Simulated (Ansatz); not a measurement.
**CH8AlClSi2: small, medium and large basis sets**

The task here is to estimate one member of a computed series from the others.

Computed with Ansatz 0.2.0, Gaussian basis. Level: one geometry, several basis sets.

Levels to be run: PBE0-D4/def2-SVP; ωB97M-V/def2-SVP; PBE0-D4/def2-QZVPP; ωB97M-V/def2-QZVPP; the functionals' def2-TZVPP values are taken from earlier runs.

**The geometry**

The geometry comes from an earlier relaxation with PBE0-D4 in a triple-zeta def2 set; it is a stationary point, not always the lowest conformer.

SMILES `[AlH2][SiH]([SiH3])CCl`, 13 atoms, charge 0, spin multiplicity 1.

Atoms are counted from 1 here; the program's logs count them from 0.

Bond lengths: Al1–Si2 2.459 Å, Al1–H6 1.590 Å, Al1–H7 1.587 Å, Si2–Si3 2.338 Å, Si2–C4 1.931 Å, Si2–H8 1.494 Å, Si3–H9 1.488 Å, Si3–H10 1.489 Å, Si3–H11 1.490 Å, C4–Cl5 1.825 Å, C4–H12 1.089 Å, C4–H13 1.089 Å. Angles: Si2–Al1–H6 116.9°, Si2–Al1–H7 121.5°, H6–Al1–H7 120.8°, Al1–Si2–Si3 125.0°, Al1–Si2–C4 89.3°, Al1–Si2–H8 116.6°, Si3–Si2–C4 108.4°, Si3–Si2–H8 108.0°, C4–Si2–H8 105.7°, Si2–Si3–H9 109.9°, Si2–Si3–H10 109.6°, Si2–Si3–H11 112.4°, H9–Si3–H10 108.5°, H9–Si3–H11 108.3°, H10–Si3–H11 108.0°, Si2–C4–Cl5 104.9°, Si2–C4–H12 114.0°, Si2–C4–H13 116.5° and more.

Set-up of the first run:

File in.yaml:

```yaml
crystal:
  periodic: [false, false, false]
  atoms:
    - {symbol: Al, position_ang: [-2.017448, 0.833057, 0.787751]}
    - {symbol: Si, position_ang: [-0.292597, -0.592473, -0.232806]}
    - {symbol: Si, position_ang: [1.609796, -1.391295, 0.866522]}
    - {symbol: C, position_ang: [0.229085, 0.887164, -1.357922]}
    - {symbol: Cl, position_ang: [-1.195595, 2.027574, -1.324427]}
    - {symbol: H, position_ang: [-1.540357, 1.835361, 1.925632]}
    - {symbol: H, position_ang: [-3.562126, 0.588417, 0.515327]}
    - {symbol: H, position_ang: [-0.771468, -1.659547, -1.162893]}
    - {symbol: H, position_ang: [1.236982, -2.506666, 1.778232]}
    - {symbol: H, position_ang: [2.213086, -0.298384, 1.678381]}
    - {symbol: H, position_ang: [2.646256, -1.887764, -0.081714]}
    - {symbol: H, position_ang: [1.063986, 1.467747, -0.968186]}
    - {symbol: H, position_ang: [0.400901, 0.662108, -2.409096]}
basis:
  gaussian: {orbitals: def2-SVP}
hamiltonian: {xc: pbe0, dispersion: d4}
output: {orbitals: {seedname: orbitals}}
```

Steps of the session up to this table: PBE0-D4 in def2-SVP; ωB97M-V in def2-SVP; PBE0-D4 in def2-QZVPP; ωB97M-V in def2-QZVPP.

One of the session's tables, all rows but one given; the rest of the session is left out.

| functional | basis | HOMO (eV) |
| --- | --- | --- |
| PBE0-D4 | def2-SVP | ? |
| PBE0-D4 | def2-TZVPP | -7.10 |
| PBE0-D4 | def2-QZVPP | -7.10 |
| ωB97M-V | def2-SVP | -9.05 |
| ωB97M-V | def2-TZVPP | -9.04 |
| ωB97M-V | def2-QZVPP | -9.05 |

Q: Estimate the row for PBE0-D4, def2-SVP from the others.

As computed: HOMO (eV): -7.14. In the column «HOMO (eV)» it lies between ωB97M-V, def2-TZVPP (-9.04) and PBE0-D4, def2-TZVPP (-7.10).
